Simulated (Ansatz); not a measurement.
This was printed by a script on the Python package of Ansatz (0.2.0), for a single point in a Gaussian basis of C3H9Se (charge +1), SMILES C[Se+](C)C. What did the script look like? Settings: r2SCAN, 6-31G* basis, multiplicity 1.

```xyz
13

C    -0.3963    1.5644    0.2778
Se   -0.2509   -0.2143    1.0704
C     1.5204   -0.5239    0.3091
C    -1.1611   -1.0721   -0.4292
H    -0.1003    1.5565   -0.7915
H     0.2631    2.2646    0.8306
H    -1.4455    1.9153    0.3602
H     1.5538   -0.2457   -0.7645
H     1.7789   -1.5977    0.4128
H     2.2662    0.0822    0.8633
H    -0.7602   -0.7187   -1.4016
H    -1.0234   -2.1706   -0.3587
H    -2.2447   -0.8400   -0.3786
```

```console
$ python c3h9se.py
reference energy    -68589.677276 eV
total energy        -68589.677276 eV
occupied orbitals outside the frozen core (up, down): [30, 30]  frozen: 0  virtual: [68, 68]
<S^2> = 0.0  all-electron relativity setting: none
passes: {'evaluations': 16, 'products': 11}
occupied orbitals by irrep: [{'A': 30}, {'A': 30}]
forces (eV/A)
  C    -0.2430    1.1845   -0.0004
  Se    0.3132    0.2687   -1.3375
  C     1.1600   -0.3412    0.0211
  C    -0.7992   -0.7417   -0.5183
  H    -0.0923   -0.2983    0.5570
  H    -0.3236   -0.3932   -0.1388
  H     0.4686   -0.2316    0.0790
  H    -0.3129   -0.0578    0.5539
  H    -0.1914    0.4862    0.0684
  H    -0.4178   -0.2912   -0.1406
  H    -0.0055    0.0045    0.6391
  H    -0.0605    0.5132    0.1039
  H     0.5045   -0.1022    0.1132
   atom  mulliken  lowdin
0     C    -0.674  -0.414
1    Se     0.643   0.611
2     C    -0.674  -0.414
3     C    -0.674  -0.414
4     H     0.253   0.174
5     H     0.270   0.185
6     H     0.270   0.185
7     H     0.253   0.174
8     H     0.270   0.185
9     H     0.270   0.185
10    H     0.253   0.174
11    H     0.270   0.185
12    H     0.270   0.185
dipole (e A): [ 0.0728  0.0622 -0.3105]
Alpha     -23.493 eV  occupation 2
Alpha     -23.492 eV  occupation 2
Alpha     -21.147 eV  occupation 2
Alpha     -16.794 eV  occupation 2
Alpha     -16.531 eV  occupation 2
Alpha     -16.530 eV  occupation 2
Alpha     -15.604 eV  occupation 2
Alpha     -15.604 eV  occupation 2
Alpha     -15.154 eV  occupation 2
Alpha     -14.303 eV  occupation 2
Alpha     -14.303 eV  occupation 2
Alpha     -13.615 eV  occupation 2
Alpha      -6.144 eV  occupation 0
Alpha      -6.144 eV  occupation 0
Alpha      -4.007 eV  occupation 0
Alpha      -2.610 eV  occupation 0
Alpha      -1.977 eV  occupation 0
Alpha      -1.576 eV  occupation 0
Alpha      -1.575 eV  occupation 0
```

One script that gives this output:

`c3h9se.py`
```python
'''Single point of C3H9Se(+) in a Gaussian basis.'''

from pathlib import Path

import ansatz as az
import numpy as np
import pandas as pd

c3h9se = (
    az.Crystal.molecule()
    .atom('C', (-0.3963, 1.5644, 0.2778))
    .atom('Se', (-0.2509, -0.2143, 1.0704))
    .atom('C', (1.5204, -0.5239, 0.3091))
    .atom('C', (-1.1611, -1.0721, -0.4292))
    .atom('H', (-0.1003, 1.5565, -0.7915))
    .atom('H', (0.2631, 2.2646, 0.8306))
    .atom('H', (-1.4455, 1.9153, 0.3602))
    .atom('H', (1.5538, -0.2457, -0.7645))
    .atom('H', (1.7789, -1.5977, 0.4128))
    .atom('H', (2.2662, 0.0822, 0.8633))
    .atom('H', (-0.7602, -0.7187, -1.4016))
    .atom('H', (-1.0234, -2.1706, -0.3587))
    .atom('H', (-2.2447, -0.84, -0.3786))
)

job = c3h9se.calculation().basis(gaussian='6-31G*').functional('r2scan').charge(1).forces().orbitals()
result = job.run(threads=1, backend='cpu', runs_dir='c3h9se_runs')
data = result.report

print('reference energy %16.6f eV' % data['reference_energy_ev'])
print('total energy     %16.6f eV' % data['free_energy_ev'])
print('occupied orbitals outside the frozen core (up, down):', data['n_occupied'], ' frozen:', data['n_frozen'], ' virtual:', data['n_virtual'])

field = data['mean_field']
print('<S^2> =', round(abs(field['state']['spin_squared']), 4), ' all-electron relativity setting:', field['relativity'])
print('passes:', field['passes'])
if 'symmetry' in field:
    print('occupied orbitals by irrep:', field['symmetry']['occupied'])

symbols = [site.symbol for site in c3h9se.cartesian_sites]
print('forces (eV/A)')
for symbol, f in zip(symbols, data['forces_ev_ang']):
    print(f'  {symbol:2s} {f[0]:9.4f} {f[1]:9.4f} {f[2]:9.4f}')

charges = data['charge_distribution']
table = pd.DataFrame({'atom': symbols, 'mulliken': charges['mulliken_charges_e'], 'lowdin': charges['lowdin_charges_e']})
print(table.round(3).to_string())
print('dipole (e A):', np.round(charges['dipole_moment_e_ang'], 4) + 0.0)

lines = Path(data['orbitals_path']).read_text().splitlines()
field_of = lambda key: [line.split('=')[1].strip() for line in lines if line.startswith(key)]
orbitals = [(27.211386 * float(e), s, float(n)) for e, s, n in zip(field_of('Ene='), field_of('Spin='), field_of('Occup='))]
homo = max(e for e, _, n in orbitals if n > 0.5)
lumo = min(e for e, _, n in orbitals if n < 0.5)
for e, spin, n in sorted(orbitals):
    if homo - 10 < e < lumo + 5:
        print(f'{spin:6s} {e:10.3f} eV  occupation {n:.0f}')
```

Notes:
- Total energies depend on the basis set; only differences at equal settings carry meaning.
- The geometry is a force-field or estimated start, not a minimum of this method, and the basis set is short of its limit.
- The Löwdin charges here are taken after orthogonalising the functions within each atom; they differ from plain Löwdin charges, and their signs can be unphysical.
- An ion's dipole depends on the origin; the program takes it about the centre of nuclear charge.
- Alpha marks a spatial orbital of a restricted run, filled by both spins.
- Levels such as HOMO and LUMO are orbital energies: with these approximate functionals they aren't the ionisation energy and electron affinity, and their gap isn't the fundamental gap.
- It ran for 8.7 s on 1 thread of Arm Neoverse V1, on a shared host, peak memory 0.27 GiB.
